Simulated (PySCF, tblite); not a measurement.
# C₆H₇F: geometry, infrared bands and NMR shifts

Aim: predict the infrared bands and NMR shifts of C₆H₇F (`C=CC1=C(CF)C1`).

The runs use tblite 0.8.0 and PySCF 2.14.0, with density-fitted response routines of our own; the level of theory stands in each step. All values are computed, except where a source is named. Atoms are numbered from 0 throughout.

## (1) The starting structure

14 atoms, charge 0, multiplicity 1; geometry from: force field or distance geometry start.

Bonds of the start (Å): C0–C1 1.34, C1–C2 1.38, C2–C3 1.30, C3–C4 1.44, C4–F5 1.36, C3–C6 1.44, C6–C2 1.45, C0–H7 1.08, C0–H8 1.09, C1–H9 1.09, C4–H10 1.09, C4–H11 1.10, C6–H12 1.09, C6–H13 1.07.

## (2) Optimising the geometry with GFN2-xTB

What the job is given:

```
{"job": {"kind": "relax", "xc": "GFN2-xTB", "basis": "xTB"}, "charge": 0, "multiplicity": 1}
C      2.061800     1.597700     0.668400
C      1.576200     0.447300     0.184700
C      0.235500     0.155400     0.068600
C     -0.770000    -0.595500    -0.263000
C     -1.406600    -1.798900    -0.738200
F     -0.487600    -2.728100    -1.116200
C     -1.083900     0.710100     0.270200
H      3.128900     1.772900     0.752700
H      1.401100     2.400200     0.989500
H      2.273400    -0.334700    -0.109000
H     -2.043100    -2.250400     0.020100
H     -2.026800    -1.584700    -1.620100
H     -1.443300     0.756000     1.301800
H     -1.416100     1.452200    -0.431700
```

Command:

```
$ OMP_NUM_THREADS=1 python probes_run.py task.json out
```

The driver reads the jobs from task.json and runs them one after another.

**Question.** This job is followed by: GFN2-xTB harmonic vibrations, gas phase; GIAO PBE0/pcSseg-1 NMR shielding, non-relativistic, gas phase. Predict these results of the whole session: strongest single infrared mode (GFN2-xTB); zero-point energy (GFN2-xTB); ¹³C shifts against TMS (PBE0/pcSseg-1); ¹H shifts against TMS (PBE0/pcSseg-1, means over atoms taken as alike); ¹⁹F shifts against CFCl3 (PBE0/pcSseg-1); surface potential, 1st and 99th percentile.

As calculated:

| quantity | value |
| --- | --- |
| strongest single infrared mode (GFN2-xTB) | 3020 cm⁻¹, 61 km/mol |
| zero-point energy (GFN2-xTB) | 67.6 kcal/mol |
| ¹³C shifts against TMS (PBE0/pcSseg-1) | 131.2, 130.9, 120.9, 117.9, 86.9, 11.2 ppm |
| ¹H shifts against TMS (PBE0/pcSseg-1, means over atoms taken as alike) | 7.21, 6.05, 5.95, 5.84, 1.18 ppm |
| ¹⁹F shifts against CFCl3 (PBE0/pcSseg-1) | -252.4 ppm |
| surface potential, 1st and 99th percentile | -1.02 V and 1.03 V |

**Reading.** Over 42 steps the energy fell by 0.230 eV; of the close pairs, C2–C6 changed most, 1.445 to 1.505 Å. All 36 modes are real, so the xTB geometry is a minimum. The strongest single mode, at 3020 cm⁻¹, moves mainly H12 and H13. Unscaled tight-binding wavenumbers are off by several per cent, some by more. Its intensities can rank the bands wrongly. The most deshielded hydrogen is H9 (hydrogen on an alkene CH), at 7.21 ppm: attached to an sp2 carbon and in the plane of the double bond. By nearest atom (PBE0/pcSseg-1), the HOMO sits on C3 27 %; C0, C2 about 19 % each and the LUMO on C0, C3 about 24 % each; C1, C2 about 14 % each.
